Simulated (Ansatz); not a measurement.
# C4H4BrN: up Jacob's ladder to CCSD(T)

One table from this session's results is given with a row withheld; the runs are named, their logs left out.

Program: Ansatz 0.2.0, Gaussian basis. Level of theory: functionals in def2-TZVPP, the program's frozen cores in correlated methods. These are calculated values, not measurements.

The runs, in order: LDA (SPW92), PBE-D4, revPBE-D4, BLYP-D4, r2SCAN-D4, B97M-V, PBE0-D4, B3LYP-D4, r2SCANh-D4, r2SCAN0-D4, HSE06-D4, BHLYP-D4, CAM-B3LYP-D4, LC-ωPBE, ωB97X-V, ωB97M-V, B2PLYP, PBE-QIDH; CCSD(T)/def2-SVP; CCSD(T)/def2-TZVPP; MP2/def2-QZVPP; extrapolation to the limit; RPA on PBE.

## The geometry

All runs share one geometry, relaxed beforehand with PBE0-D4 in a triple-zeta def2 set.

SMILES `Brc1ccc[nH]1`, 10 atoms, charge 0, spin multiplicity 1.

Atoms are counted from 1 here; the program's logs count them from 0.

Bond lengths: Br1–C2 1.861 Å, C2–C3 1.368 Å, C2–N6 1.360 Å, C3–C4 1.417 Å, C3–H7 1.077 Å, C4–C5 1.370 Å, C4–H8 1.078 Å, C5–N6 1.366 Å, C5–H9 1.078 Å, N6–H10 1.004 Å. Angles: Br1–C2–C3 130.4°, Br1–C2–N6 120.7°, C3–C2–N6 108.9°, C2–C3–C4 106.4°, C2–C3–H7 125.9°, C4–C3–H7 127.8°, C3–C4–C5 107.8°, C3–C4–H8 126.4°, C5–C4–H8 125.8°, C4–C5–N6 107.8°, C4–C5–H9 131.1°, N6–C5–H9 121.1°, C2–N6–C5 109.2°, C2–N6–H10 124.6°, C5–N6–H10 126.3°.

The first run:

The input, in.yaml:

```yaml
crystal:
  periodic: [false, false, false]
  atoms:
    - {symbol: Br, position_ang: [1.591232, 0.323995, -2.449292]}
    - {symbol: C, position_ang: [0.602927, 0.037831, -0.899150]}
    - {symbol: C, position_ang: [0.343133, -1.117641, -0.213798]}
    - {symbol: C, position_ang: [-0.461457, -0.752020, 0.894296]}
    - {symbol: C, position_ang: [-0.658135, 0.602638, 0.839753]}
    - {symbol: N, position_ang: [-0.002614, 1.075067, -0.261172]}
    - {symbol: H, position_ang: [0.691052, -2.101808, -0.480620]}
    - {symbol: H, position_ang: [-0.852197, -1.416065, 1.648922]}
    - {symbol: H, position_ang: [-1.206542, 1.265607, 1.488565]}
    - {symbol: H, position_ang: [0.035800, 2.031196, -0.564404]}
basis:
  gaussian: {orbitals: def2-TZVPP}
hamiltonian: {xc: lda}
output: {orbitals: {seedname: orbitals}}
```

Steps of the session up to this table: LDA; PBE-D4 (GGA); revPBE-D4 (GGA); BLYP-D4 (GGA); r2SCAN-D4 (meta-GGA); B97M-V (meta-GGA); PBE0-D4 (hybrid); B3LYP-D4 (hybrid); r2SCANh-D4 (hybrid); r2SCAN0-D4 (hybrid); HSE06-D4 (hybrid); BHLYP-D4 (hybrid); CAM-B3LYP-D4 (range-separated); LC-ωPBE-D4 (range-separated; the results give it without D4); ωB97X-V (range-separated); ωB97M-V (range-separated); B2PLYP (double hybrid); PBE-QIDH (double hybrid).

One of the session's tables, all rows but one given; the rest of the session is left out.

It belongs to the step «Orbital energies across the functionals». 

| functional | HOMO (eV) | gap (eV) |
| --- | --- | --- |
| LDA (SPW92) | -5.36 | 4.38 |
| PBE-D4 | -5.16 | 4.39 |
| revPBE-D4 | -5.09 | 4.40 |
| BLYP-D4 | -4.99 | 4.31 |
| r2SCAN-D4 | -5.32 | 4.85 |
| B97M-V | -5.30 | 4.90 |
| PBE0-D4 | -6.18 | 6.44 |
| B3LYP-D4 | -5.97 | 5.95 |
| r2SCANh-D4 | -5.71 | 5.61 |
| r2SCAN0-D4 | ? | ? |
| HSE06-D4 | -5.78 | 5.67 |
| BHLYP-D4 | -7.01 | 8.30 |
| CAM-B3LYP-D4 | -7.41 | 8.76 |
| LC-ωPBE | -8.72 | 11.35 |
| ωB97X-V | -8.36 | 10.83 |
| ωB97M-V | -8.27 | 10.46 |

Q: Estimate the row for r2SCAN0-D4 from the others.

Worked estimate for «HOMO (eV)». Against the share of exact exchange, r2SCAN-D4 (0, -5.32), r2SCANh-D4 (0.1, -5.71) give a slope of -3.90 per unit share; at 0.25 the line stands at -6.29.

As computed: HOMO (eV): -6.29; gap (eV): 6.75. In «HOMO (eV)» the line misses by 0.00.
